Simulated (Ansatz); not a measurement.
# BFH7NSi2: the cost of one run

Method: RHF/cc-pVDZ, in Ansatz 0.2.0.

## Step 1: The system as given

Bond lengths: B1–Si2 1.942 Å, Si2–Si3 2.210 Å, Si3–N4 1.768 Å, Si3–F5 1.711 Å, B1–H6 1.115 Å, B1–H7 1.223 Å, Si2–H8 1.429 Å, Si2–H9 1.471 Å, Si3–H10 1.438 Å, N4–H11 0.981 Å, N4–H12 1.068 Å. Angles (14 of 18 angles, heavy atoms first): B1–Si2–Si3 107.8°, Si2–Si3–N4 112.3°, Si2–Si3–F5 109.7°, N4–Si3–F5 106.2°, B1–Si2–H8 111.4°, B1–Si2–H9 108.6°, Si3–Si2–H8 108.6°, Si3–Si2–H9 110.2°, Si2–B1–H6 124.0°, Si2–B1–H7 116.9°, Si2–Si3–H10 111.2°, N4–Si3–H10 109.7°, F5–Si3–H10 107.6°, Si3–N4–H11 112.9°.

Coordinates:

```xyz
12

B    -0.9711    1.1656    1.4371
Si   -0.8251    0.9503   -0.4875
Si    0.8320   -0.4576   -0.8846
N     0.5901   -2.0182   -0.0906
F     2.2913    0.1763   -0.2548
H    -0.2986    0.6662    2.1730
H    -1.8356    1.9286    1.8436
H    -2.0255    0.4099   -1.0439
H    -0.5310    2.2616   -1.0864
H     1.0188   -0.6557   -2.2962
H     1.3361   -2.6396   -0.2339
H     0.4957   -1.8426    0.9582
```

## Step 2: End point A

Contents of input.yaml:

```yaml
crystal:
  periodic: [false, false, false]
  atoms:
    - { symbol: B, position_ang: [-0.9711, 1.1656, 1.4371] }
    - { symbol: Si, position_ang: [-0.8251, 0.9503, -0.4875] }
    - { symbol: Si, position_ang: [0.832, -0.4576, -0.8846] }
    - { symbol: "N", position_ang: [0.5901, -2.0182, -0.0906] }
    - { symbol: F, position_ang: [2.2913, 0.1763, -0.2548] }
    - { symbol: H, position_ang: [-0.2986, 0.6662, 2.173] }
    - { symbol: H, position_ang: [-1.8356, 1.9286, 1.8436] }
    - { symbol: H, position_ang: [-2.0255, 0.4099, -1.0439] }
    - { symbol: H, position_ang: [-0.531, 2.2616, -1.0864] }
    - { symbol: H, position_ang: [1.0188, -0.6557, -2.2962] }
    - { symbol: H, position_ang: [1.3361, -2.6396, -0.2339] }
    - { symbol: H, position_ang: [0.4957, -1.8426, 0.9582] }
basis:
  gaussian: { orbitals: cc-pVDZ }
hamiltonian:
  xc: hf
relax:
  f_tol: 0.02
  max_steps: 50
```

Command:

```bash
$ ansatz run input.yaml --threads 2 --pin off --max-ram 3072MiB --backend cpu --events-out ev --progress --plain --runs-dir out
```

**Question.** How long does this run take on 2 threads of Intel Xeon at 2.60GHz (Ice Lake), shared host, and how much memory does it need?

About 64 s, with a peak of 0.28 GiB.
